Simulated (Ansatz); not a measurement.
# Be5Pd: the cost of one run

Computed with Ansatz 0.2.0, driven from Python. Level of theory: DFT r2SCAN, plane waves, PAW.

### Step 1. The system

Symmetry: F-43m, No. 216, cubic system. The conventional cell has a = 5.976 Å, b = 5.976 Å, c = 5.976 Å, α = 90.00°, β = 90.00°, γ = 90.00°. Be (site symmetry -43m) has 12 Be at 2.48 Å and 4 Pd at 2.59 Å as nearest neighbours. Be (site symmetry 3m) is surrounded by 6 Be at 2.11 to 2.12 Å. Pd (site symmetry -43m) has 16 Be at 2.48 to 2.59 Å as nearest neighbours.

No structure file is read: the coordinates are typed or built in the script.

### Step 2. The code

Contents of run_strain.py:

```python
# -*- coding: utf-8 -*-
"""Energy of Be5Pd under rhombohedral strain, ions carried with the cell."""

from dataclasses import dataclass

import ansatz as az
import numpy as np
from tabulate import tabulate


@dataclass(frozen=True)
class Settings:
    xc: str = "r2scan"
    ecut: int = 600
    filling: str = "fermi_dirac"
    sigma: float = 0.1
    mesh: tuple[int, ...] = (10, 10, 10)


settings = Settings()

VECTORS = np.array([
    [0.0, 2.98792, 2.98792],
    [2.98792, 0.0, 2.98792],
    [2.98792, 2.98792, 0.0],
])
SITES = [
    ("Be", (0.25, 0.25, 0.25)),
    ("Be", (0.62461, 0.62461, 0.62461)),
    ("Be", (0.12616, 0.62461, 0.62461)),
    ("Be", (0.62461, 0.12616, 0.62461)),
    ("Be", (0.62461, 0.62461, 0.12616)),
    ("Pd", (0.0, 0.0, 0.0)),
]


def build(cell):
    crystal = az.Crystal(lattice=az.Lattice.of(cell))
    for symbol, position in SITES:
        crystal = crystal.atom(symbol, position)
    return crystal


def main():
    # clamped ions: the fractional positions stay as typed
    values = np.linspace(-0.03, 0.03, 5)
    energies = []
    for d in values:
        strain = d / 2 * (np.ones((3, 3)) - np.eye(3))
        cell = VECTORS @ (np.eye(3) + strain)
        calculation = (
            build(cell).calculation()
            .functional(settings.xc)
            .basis(settings.ecut)
            .occupations(settings.filling, width=settings.sigma)
            .kpoints(*settings.mesh)
        )
        r = calculation.run(threads=1, pin="off").report
        energies.append(r["free_energy_ev"] / len(SITES))
        print(f"d = {d:+.4f}  F = {energies[-1]:.5f} eV/atom")
    energies = np.array(energies)

    print(tabulate(zip(values, 1000 * (energies - energies.min())), headers=["strain", "dE (meV/atom)"], floatfmt=".3f"))
    curvature = 2 * np.polyfit(values, energies, 3)[1]
    volume = abs(np.linalg.det(VECTORS)) / len(SITES)
    print(f"d2E/dd2 over the volume: {curvature / volume * 160.21766:.1f} GPa")


if __name__ == "__main__":
    main()
```

### Step 3. What the engine is handed

The engine receives this input (first run):

```yaml
crystal:
  lattice:
    - [-0.0896376, 2.9431012, 2.9431012]
    - [2.9431012, -0.0896376, 2.9431012]
    - [2.9431012, 2.9431012, -0.0896376]
  atoms:
    - { symbol: Be, position: [0.25, 0.25, 0.25] }
    - { symbol: Be, position: [0.62461, 0.62461, 0.62461] }
    - { symbol: Be, position: [0.12616, 0.62461, 0.62461] }
    - { symbol: Be, position: [0.62461, 0.12616, 0.62461] }
    - { symbol: Be, position: [0.62461, 0.62461, 0.12616] }
    - { symbol: Pd, position: [0.0, 0.0, 0.0] }
basis:
  ecutwfc: 600.0
kpoints:
  mp_grid:
    grid: [10, 10, 10]
hamiltonian:
  xc: r2scan
scf:
  occupations:
    method: fermi_dirac
    width: 0.1
```

### Step 4. Running it

On the command line:

```
> python run_strain.py
```

Q: Estimate wall time and peak memory on 1 thread of Intel Xeon Platinum 8259CL at 2.50GHz (Skylake/Cascade Lake), shared host.

About 1.9 min, with a peak of 0.66 GiB.
